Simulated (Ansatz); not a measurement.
# Br2H2InN: a ladder of functionals and wavefunction methods

Aim: compute Br2H2InN with functionals from several rungs and with coupled cluster, and see how far each lands from CCSD(T) at the basis-set limit for the atomisation energy.

Method: functionals in def2-TZVPP, the program's frozen cores in correlated methods; program: Ansatz 0.2.0, Gaussian basis.

The runs, in order: LDA (SPW92), PBE-D4, revPBE-D4, BLYP-D4, r2SCAN-D4, B97M-V, PBE0-D4, B3LYP-D4, r2SCANh-D4, r2SCAN0-D4, HSE06-D4, BHLYP-D4, CAM-B3LYP-D4, LC-ωPBE, ωB97X-V, ωB97M-V, B2PLYP, PBE-QIDH; CCSD(T)/def2-SVP; CCSD(T)/def2-TZVPP; MP2/def2-QZVPP; extrapolation to the limit; RPA on PBE.

**1. The relaxed structure**

All runs share one geometry, relaxed beforehand with PBE0-D4 in a triple-zeta def2 set. In takes the def2 core potential; no spin-orbit term is included.

SMILES `[NH2][In]([Br])[Br]`, 6 atoms, charge 0, spin multiplicity 1.

Atoms are counted from 1 here; the program's logs count them from 0.

Bond lengths: N1–In2 2.002 Å, N1–H5 1.010 Å, N1–H6 1.010 Å, In2–Br3 2.449 Å, In2–Br4 2.449 Å. Angles: In2–N1–H5 115.9°, In2–N1–H6 115.9°, H5–N1–H6 109.8°, N1–In2–Br3 120.7°, N1–In2–Br4 120.8°, Br3–In2–Br4 118.2°.

**2. LDA**

This LDA is Slater exchange with PW92 correlation.

in.yaml reads:

```yaml
crystal:
  periodic: [false, false, false]
  atoms:
    - {symbol: N, position_ang: [-0.105824, 1.233751, -0.257507]}
    - {symbol: In, position_ang: [0.111520, -0.738794, 0.007236]}
    - {symbol: Br, position_ang: [2.278817, -1.685308, 0.644574]}
    - {symbol: Br, position_ang: [-1.713356, -2.282816, -0.526791]}
    - {symbol: H, position_ang: [-1.049758, 1.587136, -0.187299]}
    - {symbol: H, position_ang: [0.520800, 1.822031, 0.273588]}
basis:
  gaussian: {orbitals: def2-TZVPP}
hamiltonian: {xc: lda}
output: {orbitals: {seedname: orbitals}}
```

The run is started by

```
$ ansatz run in.yaml --threads 2 --pin off --events-out ev --progress --plain --max-ram 32768MiB --backend cpu
```

After this run come: PBE-D4 (GGA); revPBE-D4 (GGA); BLYP-D4 (GGA); r2SCAN-D4 (meta-GGA); B97M-V (meta-GGA); PBE0-D4 (hybrid); B3LYP-D4 (hybrid); r2SCANh-D4 (hybrid); r2SCAN0-D4 (hybrid); HSE06-D4 (hybrid); BHLYP-D4 (hybrid); CAM-B3LYP-D4 (range-separated); LC-ωPBE (range-separated); ωB97X-V (range-separated); ωB97M-V (range-separated); B2PLYP (double hybrid); PBE-QIDH (double hybrid); CCSD(T) in def2-SVP; CCSD(T) in def2-TZVPP; MP2 in def2-QZVPP; RPA on PBE orbitals.

Before running them: what should the planned runs give, taken together? Wanted: atomisation energy, CCSD(T)/CBS; farthest beyond LDA; mean size of error, GGA; mean size of error, meta-GGA; mean size of error, hybrid; mean size of error, range-separated; mean size of error, double hybrid; gap, smallest and largest; T1 diagnostic.

The runs gave:

```
                               quantity                                      value
        atomisation energy, CCSD(T)/CBS                              1653.7 kJ/mol
 functionals within 16.5 kJ/mol (1.0 %)                            PBE-D4, ωB97X-V
                    farthest beyond LDA                   BHLYP-D4 (-101.7 kJ/mol)
                mean size of error, GGA                                41.5 kJ/mol
           mean size of error, meta-GGA                                31.2 kJ/mol
             mean size of error, hybrid                                55.0 kJ/mol
    mean size of error, range-separated                                34.9 kJ/mol
      mean size of error, double hybrid                                52.9 kJ/mol
              gap, smallest and largest  3.50 eV (LDA (SPW92)), 10.75 eV (LC-ωPBE)
                          T1 diagnostic                                     0.0112
triples share of the correlation energy                                      3.4 %
```

What this shows: LDA overbinds by 233.9 kJ/mol (14 %). PBE-D4 is off by -1.5 kJ/mol. Double hybrids carry the basis error of their MP2 part in triple zeta, and no dispersion term here, so their miss is partly the set-up's. By mean error the best rung here is meta-GGA (31.2 kJ/mol) and the worst beyond LDA is hybrid (55.0 kJ/mol). The gap between the best rungs is small, so their order is not settled. The mean of the hybrids holds BHLYP, with half exact exchange. Misses under about 16.5 kJ/mol are within the doubt on the reference itself, which lacks core-valence correlation, spin-orbit coupling and higher excitations, and its outer-core shells are covered unevenly. All levels share the lack of spin-orbit coupling, which lowers the free heavy atoms and so the true binding. Hartree-Fock recovers 65 % of the binding; the rest is correlation. CCSD(T) in def2-SVP is off by -176.2 kJ/mol, more than most functionals: a good method in a small basis is no reference. Orbital gaps span 3.5 to 10.8 eV; exact exchange widens them. Correlated methods include outer-core shells of Br, In, which these sets cover unevenly.
